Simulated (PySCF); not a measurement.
# C12H10Te: NMR shieldings, part 2 of 2

PySCF 2.14.0. Atoms count from 0.

## 4. NMR shieldings: B3LYP/pcSseg-1 Te:us-x2c-TZVPall-2c (B3LYP), spin–orbit

The job: settings as JSON, then the geometry in Å.

```
{"job": {"kind": "hnmr", "xc": "B3LYP", "basis": {"default": "pcSseg-1", "Te": "us-x2c-TZVPall-2c"}, "rel": "so"}, "charge": 0, "multiplicity": 1}
C     -3.623044     0.500918    -0.772244
C     -2.316937     0.931220    -0.928271
C     -1.279551     0.250096    -0.316780
C     -1.541416    -0.869567     0.455437
Te     0.005965    -1.973087     1.417795
C      1.579076    -0.708445     0.701240
C      1.945171     0.419883     1.416874
C      2.946575     1.250423     0.944564
C      3.592165     0.951503    -0.243110
C      3.233474    -0.179737    -0.956191
C      2.229244    -1.007503    -0.484641
C     -2.851492    -1.298824     0.612463
C     -3.886850    -0.616926     0.001806
H     -4.431916     1.032916    -1.250685
H     -2.099998     1.803072    -1.528906
H     -0.263174     0.595158    -0.442393
H      1.441645     0.653433     2.344636
H      3.223116     2.131917     1.504865
H      4.374114     1.599181    -0.611741
H      3.735922    -0.418624    -1.882569
H      1.947001    -1.888193    -1.044561
H     -3.060524    -2.171706     1.215154
H     -4.903319    -0.960122     0.130275
```

Level: B3LYP/pcSseg-1 Te:us-x2c-TZVPall-2c GIAO NMR shielding, X2C with spin-orbit coupling, screened-nuclear two-electron part, Gaussian nuclei, gas phase.

Log:

```text
spin-free SCF
coarse grid: 94912 points
cycle   1  E = -7257.1880745832  dE =  1.968e+00  |g| = 5.290e-01  |ddm| = 1.582e+01
cycle   2  E = -7257.1575325609  dE =  3.054e-02  |g| = 6.137e-01  |ddm| = 1.450e+00
cycle   3  E = -7257.2590051727  dE = -1.015e-01  |g| = 9.346e-02  |ddm| = 7.544e-01
cycle   4  E = -7257.2607062835  dE = -1.701e-03  |g| = 4.919e-02  |ddm| = 1.890e-01
cycle   5  E = -7257.2610765083  dE = -3.702e-04  |g| = 1.507e-02  |ddm| = 5.470e-02
cycle   6  E = -7257.2611313920  dE = -5.488e-05  |g| = 6.197e-03  |ddm| = 2.317e-02
cycle   7  E = -7257.2611400591  dE = -8.667e-06  |g| = 1.529e-03  |ddm| = 6.607e-03
final grid: 202264 points
cycle   8  E = -7257.2597101884  dE =  1.582e-06  |g| = 3.078e-03  |ddm| = 6.272e-03
cycle   9  E = -7257.2597010942  dE =  9.094e-06  |g| = 6.605e-03  |ddm| = 9.319e-03
cycle  10  E = -7257.2597126207  dE = -1.153e-05  |g| = 4.735e-04  |ddm| = 6.593e-03
cycle  11  E = -7257.2597126742  dE = -5.352e-08  |g| = 4.337e-05  |ddm| = 4.410e-04
cycle  12  E = -7257.2597126745  dE = -2.819e-10  |g| = 2.865e-05  |ddm| = 8.296e-05
converged SCF energy = -7257.2597126745
two-component SCF
cycle   1  E = -7256.4309481707  dE = -7.256e+03  |FDS-SDF| = 5.322e+01
cycle   2  E = -7258.3370783273  dE = -1.906e+00  |FDS-SDF| = 2.999e-01
cycle   3  E = -7258.3376709463  dE = -5.926e-04  |FDS-SDF| = 1.180e-02
cycle   4  E = -7258.3377185992  dE = -4.765e-05  |FDS-SDF| = 6.339e-03
cycle   5  E = -7258.3377270846  dE = -8.485e-06  |FDS-SDF| = 2.165e-03
cycle   6  E = -7258.3377305796  dE = -3.495e-06  |FDS-SDF| = 1.123e-03
cycle   7  E = -7258.3377313222  dE = -7.425e-07  |FDS-SDF| = 6.465e-04
cycle   8  E = -7258.3377314788  dE = -1.566e-07  |FDS-SDF| = 1.678e-04
cycle   9  E = -7258.3377314916  dE = -1.283e-08  |FDS-SDF| = 5.607e-05
converged, E = -7258.3377314916

Field gradients (au) and densities at the nuclei (bohr^-3)
atom        Vxx        Vyy        Vzz        centre      nuclear mean
  0 C     -0.1225    -0.1917     0.3142        114.568        114.568
  1 C     -0.1308    -0.2058     0.3367        114.580        114.580
  2 C     -0.1391    -0.1666     0.3057        114.574        114.574
  3 C      0.0555     0.2402    -0.2957        114.618        114.617
  4 Te     2.7832     7.6312   -10.4144     208502.950     206723.787
  5 C      0.0606     0.2228    -0.2834        114.614        114.614
  6 C     -0.1564    -0.1926     0.3490        114.603        114.603
  7 C     -0.1350    -0.2005     0.3354        114.581        114.581
  8 C     -0.1432    -0.2111     0.3544        114.581        114.581
  9 C     -0.1350    -0.2003     0.3352        114.581        114.581
 10 C     -0.1567    -0.1929     0.3496        114.603        114.603
 11 C     -0.1135    -0.1675     0.2809        114.571        114.570
 12 C     -0.1298    -0.2030     0.3328        114.577        114.577
 13 H     -0.1529    -0.1740     0.3269          0.396          0.396
 14 H     -0.1527    -0.1720     0.3246          0.396          0.396
 15 H     -0.1467    -0.1714     0.3181          0.395          0.395
 16 H     -0.1501    -0.1693     0.3194          0.394          0.394
 17 H     -0.1523    -0.1721     0.3244          0.395          0.395
 18 H     -0.1532    -0.1717     0.3249          0.395          0.395
 19 H     -0.1522    -0.1720     0.3242          0.395          0.395
 20 H     -0.1502    -0.1693     0.3195          0.394          0.394
 21 H     -0.1472    -0.1753     0.3225          0.397          0.397
 22 H     -0.1527    -0.1725     0.3252          0.395          0.395
without picture change
  4 Te                         -11.3405                    436688.769

Core orbital energies (eV)
atom   shell        mean    spread
  4 Te 1s       -31645.503   0.000
  4 Te 2s        -4872.156   0.000
  4 Te 3s         -977.413   0.000
  4 Te 4s         -169.292   0.000
  4 Te 5s          -17.681   0.000
  4 Te 2p1/2     -4562.525   0.000
  4 Te 2p3/2     -4288.747   0.032
  4 Te 3p1/2      -849.987   0.000
  4 Te 3p3/2      -798.524   0.085
  4 Te 4p1/2      -125.073   0.000
  4 Te 4p3/2      -115.224   0.199
  4 Te 3d3/2      -574.009   0.084
  4 Te 3d5/2      -563.425   0.111
  4 Te 4d3/2       -44.255   0.262
  4 Te 4d5/2       -42.765   0.340

Shielding tensors (ppm)
atom      isotropic    diamagn.    paramagn.     s11        s22        s33       span
  0 C        50.98      253.27     -202.29     -57.69      38.79     171.84     229.53
  1 C        46.76      252.93     -206.17     -66.94      40.10     167.11     234.05
  2 C        44.50      255.12     -210.62     -69.47      37.47     165.52     234.99
  3 C        53.55      255.18     -201.63     -66.42      82.27     144.80     211.22
  4 Te     2960.60     4976.51    -2015.90    1411.77    3721.21    3748.83    2337.07
  5 C        62.09      256.46     -194.37     -68.73      13.08     241.92     310.65
  6 C        30.70      250.15     -219.46     -76.35      30.45     137.99     214.34
  7 C        46.26      253.61     -207.34     -66.84      36.34     169.29     236.13
  8 C        46.08      253.27     -207.19     -67.38      30.31     175.32     242.71
  9 C        46.28      253.57     -207.28     -66.72      36.31     169.26     235.98
 10 C        30.93      250.04     -219.11     -76.18      31.04     137.94     214.11
 11 C        44.49      249.92     -205.43     -72.13      46.25     159.36     231.49
 12 C        47.99      253.12     -205.12     -63.95      39.27     168.65     232.59
 13 H        24.70       28.84       -4.13      21.38      25.81      26.92       5.54
 14 H        24.75       33.03       -8.28      20.74      24.57      28.93       8.19
 15 H        25.45       37.32      -11.88      18.13      23.41      34.79      16.66
 16 H        23.44       33.26       -9.82      17.79      21.25      31.28      13.49
 17 H        24.23       29.88       -5.65      21.18      24.27      27.23       6.05
 18 H        24.10       28.48       -4.38      20.99      24.87      26.45       5.47
 19 H        24.23       29.70       -5.47      21.14      24.34      27.20       6.06
 20 H        23.43       33.21       -9.78      17.74      21.36      31.18      13.44
 21 H        24.38       31.86       -7.48      19.16      22.10      31.89      12.73
 22 H        24.54       27.46       -2.92      21.05      25.41      27.16       6.11
```

Wall time 17 min (1 thread of Arm Neoverse V1, shared host); peak memory 2.8 GiB.

Key values:

| quantity | value |
| --- | --- |
| energy from spin-orbit coupling | -1.0780 Eh |

## 5. NMR shieldings: BHandHLYP/pcSseg-1 Te:us-x2c-TZVPall-2c (BHandHLYP), spin–orbit

Settings changed since step 4:

```diff
@@ -1,2 +1,2 @@
-{"job": {"kind": "hnmr", "xc": "B3LYP", "basis": {"default": "pcSseg-1", "Te": "us-x2c-TZVPall-2c"}, "rel": "so"}, "charge": 0, "multiplicity": 1}
+{"job": {"kind": "hnmr", "xc": "BHandHLYP", "basis": {"default": "pcSseg-1", "Te": "us-x2c-TZVPall-2c"}, "rel": "so"}, "charge": 0, "multiplicity": 1}
 C     -3.623044     0.500918    -0.772244
```

Method: BHandHLYP/pcSseg-1 Te:us-x2c-TZVPall-2c GIAO NMR shielding, X2C with spin-orbit coupling, screened-nuclear two-electron part, Gaussian nuclei, gas phase.

Log:

```text
spin-free SCF
coarse grid: 94912 points
cycle   1  E = -7256.8148405228  dE =  2.647e+00  |g| = 4.095e-01  |ddm| = 1.577e+01
cycle   2  E = -7256.8526544227  dE = -3.781e-02  |g| = 2.269e-01  |ddm| = 1.072e+00
cycle   3  E = -7256.8624111453  dE = -9.757e-03  |g| = 1.084e-01  |ddm| = 2.733e-01
cycle   4  E = -7256.8649728582  dE = -2.562e-03  |g| = 4.565e-02  |ddm| = 1.731e-01
cycle   5  E = -7256.8655169199  dE = -5.441e-04  |g| = 5.618e-03  |ddm| = 5.205e-02
cycle   6  E = -7256.8655248901  dE = -7.970e-06  |g| = 3.302e-03  |ddm| = 1.098e-02
cycle   7  E = -7256.8655266339  dE = -1.744e-06  |g| = 5.739e-04  |ddm| = 3.812e-03
final grid: 202264 points
cycle   8  E = -7256.8645546157  dE = -1.837e-07  |g| = 5.614e-04  |ddm| = 3.084e-03
cycle   9  E = -7256.8645545679  dE =  4.775e-08  |g| = 7.230e-04  |ddm| = 1.296e-03
cycle  10  E = -7256.8645547045  dE = -1.366e-07  |g| = 6.032e-05  |ddm| = 7.242e-04
cycle  11  E = -7256.8645547055  dE = -9.695e-10  |g| = 3.925e-05  |ddm| = 1.232e-04
converged SCF energy = -7256.8645547055
two-component SCF
cycle   1  E = -7256.0368235798  dE = -7.256e+03  |FDS-SDF| = 5.319e+01
cycle   2  E = -7257.9372341794  dE = -1.900e+00  |FDS-SDF| = 7.184e-01
cycle   3  E = -7257.9393676954  dE = -2.134e-03  |FDS-SDF| = 2.192e-02
cycle   4  E = -7257.9395662861  dE = -1.986e-04  |FDS-SDF| = 7.659e-03
cycle   5  E = -7257.9396347666  dE = -6.848e-05  |FDS-SDF| = 4.536e-03
cycle   6  E = -7257.9396689911  dE = -3.422e-05  |FDS-SDF| = 2.011e-03
cycle   7  E = -7257.9396775172  dE = -8.526e-06  |FDS-SDF| = 6.898e-04
cycle   8  E = -7257.9396780963  dE = -5.791e-07  |FDS-SDF| = 3.605e-04
cycle   9  E = -7257.9396782468  dE = -1.505e-07  |FDS-SDF| = 1.546e-04
cycle  10  E = -7257.9396782747  dE = -2.781e-08  |FDS-SDF| = 4.331e-05
converged, E = -7257.9396782747

Field gradients (au) and densities at the nuclei (bohr^-3)
atom        Vxx        Vyy        Vzz        centre      nuclear mean
  0 C     -0.1358    -0.2058     0.3415        114.665        114.665
  1 C     -0.1442    -0.2201     0.3643        114.676        114.676
  2 C     -0.1532    -0.1819     0.3352        114.669        114.669
  3 C      0.0459     0.2656    -0.3115        114.698        114.697
  4 Te     2.6805     8.1101   -10.7906     208310.412     206535.992
  5 C      0.0582     0.2378    -0.2961        114.692        114.692
  6 C     -0.1689    -0.2086     0.3776        114.697        114.697
  7 C     -0.1457    -0.2123     0.3580        114.675        114.675
  8 C     -0.1561    -0.2258     0.3819        114.678        114.678
  9 C     -0.1457    -0.2121     0.3578        114.675        114.675
 10 C     -0.1693    -0.2090     0.3783        114.697        114.697
 11 C     -0.1251    -0.1836     0.3087        114.665        114.665
 12 C     -0.1430    -0.2171     0.3601        114.673        114.673
 13 H     -0.1517    -0.1742     0.3259          0.394          0.394
 14 H     -0.1514    -0.1721     0.3236          0.394          0.394
 15 H     -0.1453    -0.1714     0.3167          0.392          0.392
 16 H     -0.1488    -0.1695     0.3183          0.392          0.392
 17 H     -0.1510    -0.1725     0.3235          0.393          0.393
 18 H     -0.1520    -0.1719     0.3239          0.393          0.393
 19 H     -0.1509    -0.1724     0.3233          0.393          0.393
 20 H     -0.1489    -0.1695     0.3184          0.392          0.392
 21 H     -0.1457    -0.1758     0.3215          0.396          0.396
 22 H     -0.1515    -0.1727     0.3241          0.394          0.394
without picture change
  4 Te                         -11.7577                    436271.022

Core orbital energies (eV)
atom   shell        mean    spread
  4 Te 1s       -31769.159   0.000
  4 Te 2s        -4920.280   0.000
  4 Te 3s         -999.736   0.000
  4 Te 4s         -178.375   0.000
  4 Te 5s          -19.610   0.000
  4 Te 2p1/2     -4604.158   0.000
  4 Te 2p3/2     -4329.031   0.026
  4 Te 3p1/2      -869.162   0.000
  4 Te 3p3/2      -816.986   0.077
  4 Te 4p1/2      -132.389   0.000
  4 Te 4p3/2      -122.388   0.183
  4 Te 3d3/2      -587.604   0.086
  4 Te 3d5/2      -576.892   0.114
  4 Te 4d3/2       -47.999   0.271
  4 Te 4d5/2       -46.465   0.353

Shielding tensors (ppm)
atom      isotropic    diamagn.    paramagn.     s11        s22        s33       span
  0 C        53.09      254.48     -201.39     -59.44      40.74     177.96     237.39
  1 C        49.81      253.52     -203.71     -68.06      42.69     174.80     242.86
  2 C        47.07      254.30     -207.22     -70.77      39.78     172.21     242.98
  3 C        61.38      255.19     -193.81     -69.25      95.83     157.57     226.83
  4 Te     3186.32     4976.12    -1789.80    1619.12    3925.08    4014.77    2395.65
  5 C        68.98      256.23     -187.25     -69.88      19.07     257.75     327.63
  6 C        33.01      250.31     -217.29     -78.56      33.01     144.59     223.16
  7 C        50.04      254.49     -204.45     -67.06      39.88     177.30     244.37
  8 C        47.91      254.40     -206.49     -68.88      32.71     179.90     248.78
  9 C        50.05      254.48     -204.43     -66.95      39.85     177.26     244.21
 10 C        33.24      250.24     -217.00     -78.39      33.58     144.51     222.90
 11 C        46.81      250.97     -204.16     -74.70      48.63     166.50     241.19
 12 C        50.97      254.55     -203.58     -65.27      41.98     176.19     241.45
 13 H        24.64       28.83       -4.19      20.98      26.06      26.88       5.90
 14 H        24.68       32.87       -8.19      20.36      24.77      28.92       8.56
 15 H        25.49       36.69      -11.20      17.70      23.68      35.09      17.38
 16 H        23.45       32.95       -9.50      17.59      21.39      31.37      13.78
 17 H        24.17       29.83       -5.66      20.80      24.50      27.20       6.39
 18 H        24.07       28.46       -4.39      20.69      25.14      26.37       5.68
 19 H        24.17       29.66       -5.49      20.77      24.57      27.17       6.40
 20 H        23.44       32.91       -9.47      17.53      21.51      31.27      13.74
 21 H        24.38       31.90       -7.52      18.79      22.35      32.00      13.21
 22 H        24.45       27.55       -3.10      20.65      25.59      27.10       6.45
```

It took 19 min on 1 thread of Arm Neoverse V1, shared host; peak memory 2.8 GiB.

In short:

| quantity | value |
| --- | --- |
| energy from spin-orbit coupling | -1.0751 Eh |

## 6. Shieldings side by side

| run | Te4 | C8 | C0 | C6 | C10 | C12 | C11 | time |
| --- | --- | --- | --- | --- | --- | --- | --- | --- |
| step 2, PBE/pcSseg-1 Te:us-x2c-TZVPall-2c (PBE), spin–orbit | 2947.8 | 49.9 | 54.9 | 34.5 | 34.8 | 51.4 | 48.4 | 5.2 min |
| step 3, KT2/pcSseg-1 Te:us-x2c-TZVPall-2c (KT2), spin–orbit | 3071.5 | 61.1 | 65.9 | 45.5 | 45.7 | 62.5 | 58.9 | 4 min |
| step 4, B3LYP/pcSseg-1 Te:us-x2c-TZVPall-2c (B3LYP), spin–orbit | 2960.6 | 46.1 | 51.0 | 30.7 | 30.9 | 48.0 | 44.5 | 17 min |
| step 5, BHandHLYP/pcSseg-1 Te:us-x2c-TZVPall-2c (BHandHLYP), spin–orbit | 3186.3 | 47.9 | 53.1 | 33.0 | 33.2 | 51.0 | 46.8 | 19 min |

## 7. Results

This closing draws on all 2 parts.

```
                                                                                                 quantity                                                                                                                          value
            energy from spin-orbit coupling (step 2, PBE/pcSseg-1 Te:us-x2c-TZVPall-2c (PBE), spin–orbit)                                                                                                                     -1.0787 Eh
                                 shieldings (step 2, PBE/pcSseg-1 Te:us-x2c-TZVPall-2c (PBE), spin–orbit)  C0 54.9, C1 50.1, C2 48.1, C3 54.5, Te4 2947.8, C5 64.2, C6 34.5, C7 49.1, C8 49.9, C9 49.1, C10 34.8, C11 48.4, C12 51.4 ppm
                                                                    surface potential, 1st and 99th percentile                                                                                                             -0.70 V and 0.92 V
            energy from spin-orbit coupling (step 3, KT2/pcSseg-1 Te:us-x2c-TZVPall-2c (KT2), spin–orbit)                                                                                                                     -1.0793 Eh
                                 shieldings (step 3, KT2/pcSseg-1 Te:us-x2c-TZVPall-2c (KT2), spin–orbit)  C0 65.9, C1 61.2, C2 58.9, C3 67.5, Te4 3071.5, C5 76.5, C6 45.5, C7 60.2, C8 61.1, C9 60.3, C10 45.7, C11 58.9, C12 62.5 ppm
        energy from spin-orbit coupling (step 4, B3LYP/pcSseg-1 Te:us-x2c-TZVPall-2c (B3LYP), spin–orbit)                                                                                                                     -1.0780 Eh
                             shieldings (step 4, B3LYP/pcSseg-1 Te:us-x2c-TZVPall-2c (B3LYP), spin–orbit)  C0 51.0, C1 46.8, C2 44.5, C3 53.5, Te4 2960.6, C5 62.1, C6 30.7, C7 46.3, C8 46.1, C9 46.3, C10 30.9, C11 44.5, C12 48.0 ppm
energy from spin-orbit coupling (step 5, BHandHLYP/pcSseg-1 Te:us-x2c-TZVPall-2c (BHandHLYP), spin–orbit)                                                                                                                     -1.0751 Eh
                     shieldings (step 5, BHandHLYP/pcSseg-1 Te:us-x2c-TZVPall-2c (BHandHLYP), spin–orbit)  C0 53.1, C1 49.8, C2 47.1, C3 61.4, Te4 3186.3, C5 69.0, C6 33.0, C7 50.0, C8 47.9, C9 50.1, C10 33.2, C11 46.8, C12 51.0 ppm
```

What this shows: A contracted two-component basis is stiff near heavy nuclei, so the absolute shieldings of the heavy atoms from it are rough. In step 2, Te4 has the widest tensor, 2185 ppm. By nearest atom (PBE/us-x2c-TZVPall-2c+pcSseg-1), the HOMO sits on Te4 68 % and the LUMO on Te4 21 %; C5, C8 about 17 % each. Te4 moves most between the runs, by 239 ppm; the labels say what changes from run to run.
